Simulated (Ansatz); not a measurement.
# BC6: the cost of one run

Method: DFT PBE, scalar-relativistic, plane waves, PAW, in Ansatz 0.2.0.

## (1) The structure to begin with

The cell holds 14 atoms (C12B2): a = 4.977 Å, b = 4.935 Å, c = 4.826 Å, α = 92.52°, β = 89.42°, γ = 94.55°.

12 C, 2 B were thrown into a skewed cell at random, at 1.05 times a reference volume of the solid, and pushed apart as soft spheres.

Coordinates:

```xyz
14
Lattice="4.9730 -0.1967 0.0226 -0.1967 4.9296 -0.1069 0.0226 -0.1069 4.8245" Properties=species:S:1:pos:R:3 pbc="T T T"
C     4.8386    2.9611    3.3761
C     1.8426    0.6872    4.7549
C     4.1490    1.0319    2.5948
C     4.2035    3.2943    0.5013
C     3.6670   -0.1503    1.7113
C     1.0319    1.7497    2.3142
C     3.9707    0.2353    4.0836
C     1.4201    3.5808    2.0772
C     4.7287    2.0010    1.3177
C     1.7690    0.1010    2.6892
C     2.0995    4.3958    0.8958
C     2.6645    3.2575    0.0330
B     2.5453    3.4659    3.2868
B     0.2165    0.3646    1.2266
```

## (2) Dynamics at 4000 K

The cutoff is lowered while the worst contacts of the packing are taken out. One k point, a Fermi-Dirac width of 0.345 eV and a fixed cell.

File input.yaml:

```yaml
crystal:
  lattice:
    - [4.972998, -0.19666, 0.022586]
    - [-0.19666, 4.929606, -0.10694]
    - [0.022586, -0.10694, 4.824463]
  atoms:
    - { symbol: C, position: [0.995688042, 0.6557914045, 0.7096613938] }
    - { symbol: C, position: [0.3729787181, 0.1757096819, 0.987739041] }
    - { symbol: C, position: [0.8419335196, 0.2546165059, 0.5395384894] }
    - { symbol: C, position: [0.872647076, 0.705577918, 0.1154619646] }
    - { symbol: C, position: [0.7360337971, 0.0064909916, 0.3514069006] }
    - { symbol: C, position: [0.2200976593, 0.3742739226, 0.4869499375] }
    - { symbol: C, position: [0.7984917329, 0.0979215671, 0.8448651209] }
    - { symbol: C, position: [0.3131406228, 0.7485400088, 0.4456751867] }
    - { symbol: C, position: [0.9674309895, 0.4505530566, 0.2785783056] }
    - { symbol: C, position: [0.3550424484, 0.0467306959, 0.5567746489] }
    - { symbol: C, position: [0.457404246, 0.9143874037, 0.2038067687] }
    - { symbol: C, position: [0.5627481081, 0.6836640939, 0.0193524577] }
    - { symbol: B, position: [0.5379226899, 0.7396170263, 0.6951505028] }
    - { symbol: B, position: [0.0455867277, 0.0813367181, 0.2558395] }
  symmetry: { detect: false }
basis:
  ecutwfc: 320
  xc_grid: 1
kpoints:
  mp_grid: { grid: [1, 1, 1], shift: [0.25, 0.25, 0.25] }
hamiltonian:
  xc: pbe
scf:
  occupations: { method: fermi_dirac, width: 0.3447 }
  lower_state_search: "off"
  convergence: { dr2_threshold: 1.0e-05 }
output:
  forces: true
  stress: true
md:
  timestep: 1.5
  n_steps: 24
  ensemble: nvt_langevin
  friction: 0.03
  temperature: 4000.0
  initial_velocities: maxwell_boltzmann
  seed: 1639
```

Launch:

```
$ ansatz run input.yaml --threads 2 --pin off --max-ram 5120MiB --backend cpu --events-out ev --progress --plain --runs-dir out
```

What time and memory should one allow on 2 threads of Arm Neoverse V1, shared host?

About 9.2 s, with a peak of 0.27 GiB.
